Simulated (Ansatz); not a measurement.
# CH5B2N: the cost of one run

Computed with Ansatz 0.2.0, Gaussian basis. Level: unrestricted cation, the program's frozen cores in correlated methods.

Levels to be run: UKS PBE-D4/def2-TZVPP; UKS r2SCAN-D4/def2-TZVPP; UKS PBE0-D4/def2-TZVPP; UKS B3LYP-D4/def2-TZVPP; UKS wB97X-V/def2-TZVPP; UKS wB97M-V/def2-TZVPP; UKS B2PLYP/def2-TZVPP; UHF-MP2/def2-TZVPP; UHF-MP2/def2-QZVPP; then −ε(HOMO) from the neutral's earlier runs with LDA (SPW92), PBE-D4, revPBE-D4, BLYP-D4, r2SCAN-D4, B97M-V, PBE0-D4, B3LYP-D4, r2SCANh-D4, r2SCAN0-D4, HSE06-D4, BHLYP-D4, CAM-B3LYP-D4, LC-ωPBE, ωB97X-V, ωB97M-V.

1 further run of the same task is left out (it didn't finish).

**1. The relaxed structure**

All runs share one geometry, relaxed beforehand with PBE0-D4 in a triple-zeta def2 set.

SMILES `BBC=N`, 9 atoms, charge 0, spin multiplicity 1.

Atoms are counted from 1 here; the program's logs count them from 0.

Bond lengths: B1–B2 1.634 Å, B1–H5 1.199 Å, B1–H6 1.199 Å, B2–C3 1.562 Å, B2–H7 1.203 Å, C3–N4 1.274 Å, C3–H8 1.099 Å, N4–H9 1.023 Å. Angles: B2–B1–H5 121.5°, B2–B1–H6 122.2°, H5–B1–H6 116.3°, B1–B2–C3 122.8°, B1–B2–H7 121.0°, C3–B2–H7 116.2°, B2–C3–N4 124.8°, B2–C3–H8 119.1°, N4–C3–H8 116.0°, C3–N4–H9 111.5°.

**2. Cation, UKS PBE-D4/def2-TZVPP**

in.yaml reads:

```yaml
crystal:
  periodic: [false, false, false]
  atoms:
    - {symbol: B, position_ang: [-0.625779, 1.257157, -0.702426]}
    - {symbol: B, position_ang: [0.513595, 0.107466, -0.477299]}
    - {symbol: C, position_ang: [0.236650, -1.215829, 0.305828]}
    - {symbol: N, position_ang: [0.118893, -1.301036, 1.571194]}
    - {symbol: H, position_ang: [-1.286914, 1.296087, -1.702107]}
    - {symbol: H, position_ang: [-0.852214, 2.101777, 0.118634]}
    - {symbol: H, position_ang: [1.631393, 0.251957, -0.898173]}
    - {symbol: H, position_ang: [0.183210, -2.163221, -0.248143]}
    - {symbol: H, position_ang: [0.169665, -0.380558, 2.015293]}
basis:
  gaussian: {orbitals: def2-TZVPP}
total_charge: 1
magnetization: {spin_polarized: true, initial_magnetization: 1}
hamiltonian: {xc: pbe, dispersion: d4}
```

On the command line:

```
ansatz run in.yaml --threads 2 --pin off --events-out ev --progress --plain --max-ram 4352MiB
```

What time and memory should one allow on 2 threads of Arm Neoverse N1, shared host?

About 8.5 s, with a peak of 0.26 GiB.
